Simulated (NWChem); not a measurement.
# C2H5I (iodoethane): PBE0/def2-SVP (core potential)

Aim: the vertical singlet–triplet gap of C2H5I (iodoethane) at PBE0/def2-SVP (core potential), from 2 runs. 

The results are computed with NWChem 7.3.0.

4 further runs of the same task are left out: 1 that didn't finish, 3 set aside as unsound or not needed. Runs told in other sessions of the task aren't counted.

**1. The molecule**

C2H5I: 8 atoms, total charge 0, spin state singlet. As SMILES, `CCI`. Geometry: relaxed at PBE0-D4/def2-TZVP.

Bond lengths: C1–C2 1.507 Å, C2–I3 2.149 Å, C1–H4 1.095 Å, C1–H5 1.091 Å, C1–H6 1.091 Å, C2–H7 1.088 Å, C2–H8 1.088 Å. Some angles: C1–C2–I3 112.1°, C1–C2–H7 112.7°, C1–C2–H8 112.7°, I3–C2–H7 104.7°, I3–C2–H8 104.7°, C2–C1–H4 109.4°, C2–C1–H5 111.5°, C2–C1–H6 111.5°, H7–C2–H8 109.2°, H4–C1–H5 108.1°.

**2. Energy and gradient at PBE0/def2-SVP (core potential)**

File c2h5i.nw:

```
echo
start c2h5i
title "C2H5I"
memory total 2200 mb

geometry units angstrom noautosym nocenter noautoz
   C    -0.500190    0.582180   -0.299820
   C     0.252650   -0.633920    0.174030
   I     2.115470   -0.115950    1.112190
   H    -1.438760    0.268350   -0.769010
   H     0.074520    1.146430   -1.035610
   H    -0.741840    1.250300    0.527990
   H     0.528870   -1.300840   -0.639770
   H    -0.290720   -1.196550    0.930020
end

basis "ao basis" spherical bse
   * library def2-SVP
end

ecp bse
   I library def2-SVP
end

dft
   xc pbe0
   grid xfine
   convergence energy 1e-08
   maxiter 100
   mulliken
   noprint "final vectors analysis"
end

task dft gradient
```

On the command line:

```bash
$ nwchem c2h5i.nw > c2h5i.out
```

What it wrote:

```text
[...]
          Wavefunction type:  closed shell.
          No. of atoms     :     8
          No. of electrons :    42
[...]
          Charge           :     0
          Spin multiplicity:     1
[...]
          AO basis - number of functions:    79
[...]
              XC Information
              --------------
                         PBE0 Method XC Functional
                     Hartree-Fock (Exact) Exchange  0.250
          PerdewBurkeErnzerhof Exchange Functional  0.750
            Perdew 1991 LDA Correlation Functional  1.000 local
           PerdewBurkeErnz. Correlation Functional  1.000 non-local
[...]
 d= 0,ls=0.0,diis     1   -376.7480788315 -4.98D+02  9.10D-03  2.15D-01     8.5
[...]
 d= 0,ls=0.0,diis     8   -376.7779032811 -1.55D-09  1.21D-06  1.04D-08    59.0
         Total DFT energy =     -376.777903281082
      One electron energy =     -864.735008682744
           Coulomb energy =      401.445101538427
    Exchange-Corr. energy =      -34.847127140441
 Nuclear repulsion energy =      121.359131003676
[...]
      Total Density - Mulliken Population Analysis
     ---------------------------------------------
    Atom       Charge   Shell Charges
 -----------   ------   -------------------------------------------------------
    1 C    6     6.06   1.99  0.89  0.16  2.12  0.88  0.03
    2 C    6     6.28   1.99  0.91  0.32  2.03  1.00  0.03
    3 I   25    25.06   0.22  1.83  1.32  0.60  3.12  2.93  2.60  2.40  9.80  0.25
    4 H    1     0.94   0.74  0.18  0.02
    5 H    1     0.94   0.74  0.18  0.02
    6 H    1     0.94   0.74  0.18  0.02
    7 H    1     0.89   0.74  0.13  0.02
    8 H    1     0.89   0.74  0.13  0.02
[...]
  wavefunction    = closed shell
                         DFT ENERGY GRADIENTS
    atom               coordinates                        gradient
                 x          y          z           x          y          z
   1 C      -0.945222   1.100161  -0.566578   -0.001322   0.004172  -0.000965
   2 C       0.477439  -1.197935   0.328869    0.000222  -0.006093   0.000529
   3 I       3.997659  -0.219114   2.101734   -0.004573  -0.000576  -0.002350
   4 H      -2.718862   0.507108  -1.453218    0.004580   0.001347   0.002301
   5 H       0.140822   2.166439  -1.957019   -0.002801  -0.003175   0.004097
   6 H      -1.401874   2.362724   0.997756    0.001574  -0.003733  -0.004282
   7 H       0.999419  -2.458231  -1.208990   -0.001184   0.004325   0.004824
   8 H      -0.549381  -2.261152   1.757483    0.003505   0.003733  -0.004155
[...]
```

Run time: 74 s. Hardware: 1 thread of Intel Xeon Platinum 8175M at 2.50GHz (Skylake/Cascade Lake), shared host; peak memory 0.15 GiB.

**3. The triplet: a single-point energy at UPBE0/def2-SVP (core potential)**

File job.nw:

```
start job
title "C2H5I"
memory stack 880 mb heap 220 mb global 1100 mb
charge 0

geometry units angstrom noautosym nocenter noautoz
 C    -0.500190    0.582180   -0.299820
 C     0.252650   -0.633920    0.174030
 I     2.115470   -0.115950    1.112190
 H    -1.438760    0.268350   -0.769010
 H     0.074520    1.146430   -1.035610
 H    -0.741840    1.250300    0.527990
 H     0.528870   -1.300840   -0.639770
 H    -0.290720   -1.196550    0.930020
end

basis spherical bse
 * library def2-SVP
end

ecp bse
 I library def2-SVP
end

dft
 xc pbe0
 mult 3
 grid xfine
 convergence energy 1e-08
 iterations 100
 mulliken
end

task dft energy
```

On the command line:

```bash
$ nwchem job.nw > job.out
```

What it wrote:

```text
[...]
          Wavefunction type:  spin polarized.
          No. of atoms     :     8
          No. of electrons :    42
[...]
          Charge           :     0
          Spin multiplicity:     3
[...]
          AO basis - number of functions:    79
[...]
              XC Information
              --------------
                         PBE0 Method XC Functional
                     Hartree-Fock (Exact) Exchange  0.250
          PerdewBurkeErnzerhof Exchange Functional  0.750
            Perdew 1991 LDA Correlation Functional  1.000 local
           PerdewBurkeErnz. Correlation Functional  1.000 non-local
[...]
 d= 0,ls=0.0,diis     1   -376.5809180376 -4.98D+02  8.77D-03  4.64D-02     8.7
[...]
 d= 0,ls=0.0,diis    11   -376.6094494334 -5.05D-09  2.86D-07  2.94D-10    92.5
[...]
         Total DFT energy =     -376.609449433403
      One electron energy =     -864.091077262652
           Coulomb energy =      401.000071201071
    Exchange-Corr. energy =      -34.877574375498
 Nuclear repulsion energy =      121.359131003676
[...]
      Total Density - Mulliken Population Analysis
     ---------------------------------------------
    Atom       Charge   Shell Charges
 -----------   ------   -------------------------------------------------------
    1 C    6     6.05   1.99  0.89  0.15  2.12  0.88  0.03
    2 C    6     6.35   1.99  0.90  0.29  2.07  1.07  0.03
    3 I   25    24.85   0.22  1.83  1.37  0.55  3.11  2.94  2.45  2.27  9.80  0.31
    4 H    1     0.95   0.74  0.19  0.02
    5 H    1     0.96   0.74  0.20  0.02
    6 H    1     0.96   0.74  0.20  0.02
    7 H    1     0.94   0.73  0.18  0.02
    8 H    1     0.94   0.73  0.18  0.02
[...]
      <S2> =      2.0046 (Exact =     2.0000)
[...]
```

Run time: 93 s. Hardware: 1 thread of Intel Xeon Platinum 8175M at 2.50GHz (Skylake/Cascade Lake), shared host; peak memory 0.14 GiB.

**4. Results**

At PBE0/def2-SVP (core potential):

```
                                        quantity          value
                           singlet: total energy  -376.77790 Eh
                          singlet: dipole moment         1.94 D
               singlet: largest force on an atom     0.339 eV/Å
                           triplet: total energy  -376.60945 Eh
                          triplet: dipole moment         0.42 D
     triplet: HOMO energy (highest over α and β)       -2.82 eV
                                   triplet: ⟨S²⟩          2.005
vertical energy of the triplet above the singlet       4.584 eV
```

What this shows: At this shape the triplet lies 4.58 eV (442 kJ/mol) above the singlet. The largest force (singlet) is 0.34 eV/Å: the shape isn't a stationary point for this species at this level. Mulliken charges (triplet) run from -0.35 on C2 to +0.15 on I3.
